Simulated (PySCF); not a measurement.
# C₃H₁₀GeOSi: electronic excitations

What electronic excitations should C₃H₁₀GeOSi (`C=C([CH2][GeH3])O[SiH3]`) show?

The runs use PySCF 2.14.0, with density-fitted response routines of our own; the level of theory stands in each step. All values are computed, except where a source is named. Atoms count from 0, in the outputs and in this text.

### Step 1. The starting structure

16 atoms, charge 0, multiplicity 1; geometry from: GFN2-xTB.

Bonds of the start (Å): C0–C1 1.32, C1–C2 1.49, C2–Ge3 1.98, C1–O4 1.36, O4–Si5 1.63, C0–H6 1.07, C0–H7 1.08, C2–H8 1.09, C2–H9 1.09, Ge3–H10 1.50, Ge3–H11 1.49, Ge3–H12 1.49, Si5–H13 1.45, Si5–H14 1.46, Si5–H15 1.46.

### Step 2. Excited states and response: wB97X-D/def2-SVPD

What the job is given:

```
{"job": {"kind": "uv", "xc": "wB97X-D", "basis": "def2-SVPD", "nstates": 8, "ntriplets": 3}, "charge": 0, "multiplicity": 1}
C      0.679730    -1.660354    -0.933925
C      0.089741    -0.745337    -0.181586
C     -1.301684    -0.842686     0.351924
Ge    -2.029833     0.993941     0.461455
O      0.670456     0.427967     0.189632
Si     2.209992     0.949433     0.027565
H      0.167244    -2.565948    -1.200478
H      1.681832    -1.533564    -1.302876
H     -1.909924    -1.502152    -0.265198
H     -1.276384    -1.267884     1.358878
H     -3.509970     0.931289     0.714111
H     -1.826796     1.734405    -0.818545
H     -1.428986     1.781514     1.575043
H      2.117588     2.188933     0.783354
H      3.123556    -0.033172     0.615187
H      2.535840     1.152557    -1.385952
```

Method: TDDFT wB97X-D/def2-SVPD, vertical, gas phase, core orbitals frozen in the response.

On the command line:

```console
> OMP_NUM_THREADS=1 python probes_run.py task.json out
```

One launch serves the whole session: the jobs run in the order shown.

Log:

```text
coarse grid: 59272 points
cycle   1  E = -2561.4664201556  dE =  6.506e-02  |g| = 6.948e-01  |ddm| = 5.693e+00
cycle   2  E = -2561.4627520819  dE =  3.668e-03  |g| = 7.545e-01  |ddm| = 1.882e+00
cycle   3  E = -2561.5537243169  dE = -9.097e-02  |g| = 8.215e-02  |ddm| = 9.776e-01
cycle   4  E = -2561.5549096781  dE = -1.185e-03  |g| = 3.930e-02  |ddm| = 1.749e-01
cycle   5  E = -2561.5552265169  dE = -3.168e-04  |g| = 7.276e-03  |ddm| = 8.105e-02
cycle   6  E = -2561.5552385919  dE = -1.208e-05  |g| = 2.168e-03  |ddm| = 2.279e-02
cycle   7  E = -2561.5552400040  dE = -1.412e-06  |g| = 6.876e-04  |ddm| = 6.548e-03
final grid: 123520 points
cycle   8  E = -2561.5547433269  dE = -1.730e-06  |g| = 1.026e-03  |ddm| = 1.697e-02
cycle   9  E = -2561.5547433213  dE =  5.606e-09  |g| = 1.114e-03  |ddm| = 3.794e-03
cycle  10  E = -2561.5547435521  dE = -2.309e-07  |g| = 9.959e-05  |ddm| = 1.472e-03
cycle  11  E = -2561.5547435543  dE = -2.177e-09  |g| = 7.372e-05  |ddm| = 3.168e-04
cycle  12  E = -2561.5547435554  dE = -1.128e-09  |g| = 1.210e-05  |ddm| = 1.848e-04
cycle  13  E = -2561.5547435555  dE = -4.775e-11  |g| = 4.644e-06  |ddm| = 5.173e-05
converged SCF energy = -2561.5547435555

Static polarisability (au): isotropic 95.610, principal 78.981 97.304 110.545

Singlet excitations
state   eV       nm        f      main configurations
  1   6.3766    194.4   0.01086   H->L 0.78
  2   6.8629    180.7   0.31810   H->L+2 0.44, H->L+3 0.28, H->L+1 0.21
  3   7.2453    171.1   0.01202   H->L+2 0.29, H->L+1 0.20, H->L+4 0.17
  4   7.3484    168.7   0.00403   H->L+5 0.49, H->L+3 0.14, H->L+1 0.13
  5   7.6001    163.1   0.01986   H->L+4 0.49, H->L+1 0.21
  6   7.9158    156.6   0.03627   H->L+5 0.30, H->L+3 0.26
  7   8.0331    154.3   0.04565   H->L+7 0.50, H->L+6 0.26
  8   8.1805    151.6   0.04325   H-1->L+2 0.31, H-1->L+1 0.17, H-1->L+3 0.15

Triplet excitations (Tamm-Dancoff, eV): 4.5089 6.3202 7.1624
```

Run time: 86 s. Hardware: 1 thread of Arm Neoverse N1, shared host; peak memory 0.96 GiB.

The orbitals next to the gap, with their largest atomic shares:

```csv
orbital,eV,atoms
HOMO−3,-11.20,"Ge3 39 %, H11 33 %, C2 8 %"
HOMO−2,-10.93,"Ge3 27 %, H12 19 %, O4 18 %"
HOMO−1,-10.67,"C2 27 %, Ge3 24 %, H10 14 %"
HOMO,-8.75,"C0 38 %, C1 25 %, O4 16 %"
LUMO,1.72,"Si5 24 %, Ge3 23 %, H13 7 %"
LUMO+1,2.04,"Si5 33 %, Ge3 17 %, H15 8 %"
LUMO+2,2.22,"Si5 22 %, C0 16 %, C1 16 %"
```

With each of the 8 states as a Gaussian band of 0.4 eV half-width at 1/e, the curve within the window shown has maxima at 180 nm (ε 13,000), 154 nm (ε 5,000) L/(mol cm). Beyond the last state computed it falls off for lack of states. The curve at chosen wavelengths:

nm, ε (L/mol/cm) and a bar:
```
      146       1733 ####
      149       3313 #######
      151       4274 ##########
      154       4989 ###########
      157       4664 ###########
      160       3793 #########
      162       3286 #######
      165       3134 #######
      168       4124 #########
      170       5502 ############
      173       8361 ###################
      176      11281 ##########################
      179      13050 ##############################
      181      13193 ##############################
      184      11869 ###########################
      187       9344 #####################
      190       6549 ###############
      192       4892 ###########
      195       2957 #######
      198       1687 ####
      200       1137 ##
      203        618 #
      206        333 #
      209        178 
      211        116 
      214         60
```

Ground-state properties from the same run:

| property | computed |
| --- | --- |
| dipole moment (D) | 0.98 |
| polarisability (Å³) | 14.17 |
| HOMO–LUMO gap (eV) | 10.46 |
| −ε(HOMO) (eV) | 8.75 |

### Step 3. Summary of results

```
                                quantity                        value
      lowest singlet (wB97X-D/def2-SVPD)  6.38 eV (194 nm), f = 0.011
brightest single state of those computed  state 2, 6.86 eV, f = 0.318
                          lowest triplet                      4.51 eV
```

The lowest singlet, at 6.38 eV, is HOMO→LUMO 0.78 and is weak; of the 8 states computed, the strongest absorption comes from state 2 at 6.86 eV. The lowest triplet lies 1.87 eV below the lowest singlet (triplets in Tamm-Dancoff, singlets in full TDDFT).
